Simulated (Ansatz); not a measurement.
**C2H2F6O2Si: a ladder of functionals and wavefunction methods**

The task here is to estimate one member of a computed series from the others.

The runs use Ansatz 0.2.0, Gaussian basis; functionals in def2-TZVPP, the program's frozen cores in correlated methods.

Levels to be run: LDA (SPW92), PBE-D4, revPBE-D4, BLYP-D4, r2SCAN-D4, B97M-V, PBE0-D4, B3LYP-D4, r2SCANh-D4, r2SCAN0-D4, HSE06-D4, BHLYP-D4, CAM-B3LYP-D4, LC-ωPBE, ωB97X-V, ωB97M-V, B2PLYP, PBE-QIDH; CCSD(T)/def2-SVP; CCSD(T)/def2-TZVPP; MP2/def2-QZVPP; extrapolation to the limit; RPA on PBE.

### Structure used throughout

An earlier PBE0-D4 in a triple-zeta def2 set relaxation fixed the geometry.

SMILES `FC(F)(F)O[SiH2]OC(F)(F)F`, 13 atoms, charge 0, spin multiplicity 1.

Atoms are counted from 1 here; the program's logs count them from 0.

Bond lengths: F1–C2 1.338 Å, C2–F3 1.332 Å, C2–F4 1.325 Å, C2–O5 1.337 Å, O5–Si6 1.654 Å, Si6–O7 1.658 Å, Si6–H12 1.473 Å, Si6–H13 1.466 Å, O7–C8 1.336 Å, C8–F9 1.334 Å, C8–F10 1.323 Å, C8–F11 1.341 Å. Angles: F1–C2–F3 107.5°, F1–C2–F4 108.0°, F1–C2–O5 112.0°, F3–C2–F4 108.1°, F3–C2–O5 111.4°, F4–C2–O5 109.5°, C2–O5–Si6 131.3°, O5–Si6–O7 110.7°, O5–Si6–H12 110.6°, O5–Si6–H13 104.2°, O7–Si6–H12 109.8°, O7–Si6–H13 105.5°, H12–Si6–H13 115.9°, Si6–O7–C8 128.5°, O7–C8–F9 111.3°, O7–C8–F10 110.0°, O7–C8–F11 111.9°, F9–C8–F10 108.1° and more.

Set-up of the first run:

Input file in.yaml:

```yaml
crystal:
  periodic: [false, false, false]
  atoms:
    - {symbol: F, position_ang: [0.678409, 0.539724, -2.181722]}
    - {symbol: C, position_ang: [-0.374367, 1.182991, -1.664163]}
    - {symbol: F, position_ang: [-1.426256, 0.371127, -1.758832]}
    - {symbol: F, position_ang: [-0.610009, 2.251660, -2.411177]}
    - {symbol: O, position_ang: [-0.159944, 1.559772, -0.399597]}
    - {symbol: Si, position_ang: [0.614309, 0.800482, 0.849390]}
    - {symbol: O, position_ang: [-0.293398, -0.465561, 1.417709]}
    - {symbol: C, position_ang: [-0.252141, -1.750113, 1.051814]}
    - {symbol: F, position_ang: [0.649141, -2.427547, 1.764269]}
    - {symbol: F, position_ang: [-1.434390, -2.313363, 1.241475]}
    - {symbol: F, position_ang: [0.075515, -1.890740, -0.240452]}
    - {symbol: H, position_ang: [1.935405, 0.312231, 0.418996]}
    - {symbol: H, position_ang: [0.618127, 1.794635, 1.927289]}
basis:
  gaussian: {orbitals: def2-TZVPP}
hamiltonian: {xc: lda}
output: {orbitals: {seedname: orbitals}}
```

Run with:

```bash
ansatz run in.yaml --threads 4 --pin off --events-out ev --progress --plain --max-ram 63488MiB --backend cuda --devices 0, --max-vram 37GiB
```

Among the steps run: LDA; PBE-D4 (GGA); revPBE-D4 (GGA); BLYP-D4 (GGA); r2SCAN-D4 (meta-GGA); B97M-V (meta-GGA); B3LYP-D4 (hybrid); r2SCANh-D4 (hybrid); r2SCAN0-D4 (hybrid); HSE06-D4 (hybrid); BHLYP-D4 (hybrid); CAM-B3LYP-D4 (range-separated); LC-ωPBE (range-separated); ωB97X-V (range-separated); ωB97M-V (range-separated); B2PLYP (double hybrid); PBE-QIDH (double hybrid).

One table of the session follows, with a row left open; its other results are not shown here.

It belongs to the step «Frontier levels by functional». 

| functional | HOMO (eV) | gap (eV) |
| --- | --- | --- |
| LDA (SPW92) | -8.83 | 7.79 |
| PBE-D4 | -8.71 | 7.98 |
| revPBE-D4 | -8.65 | 8.06 |
| BLYP-D4 | -8.65 | 8.04 |
| r2SCAN-D4 | -9.13 | 8.84 |
| B97M-V | -9.21 | 8.67 |
| PBE0-D4 | -10.28 | 10.42 |
| B3LYP-D4 | -10.08 | 9.98 |
| r2SCANh-D4 | -9.70 | 9.70 |
| r2SCAN0-D4 | -10.55 | 10.97 |
| HSE06-D4 | -9.87 | 9.64 |
| BHLYP-D4 | -11.79 | 12.75 |
| CAM-B3LYP-D4 | -11.77 | 12.86 |
| LC-ωPBE | -13.11 | 15.44 |
| ωB97X-V | ? | ? |
| ωB97M-V | -12.58 | 14.40 |

Estimate the missing values for ωB97X-V.

The run gave: HOMO (eV): -12.76; gap (eV): 14.94. In the column «HOMO (eV)» it lies between LC-ωPBE (-13.11) and ωB97M-V (-12.58).
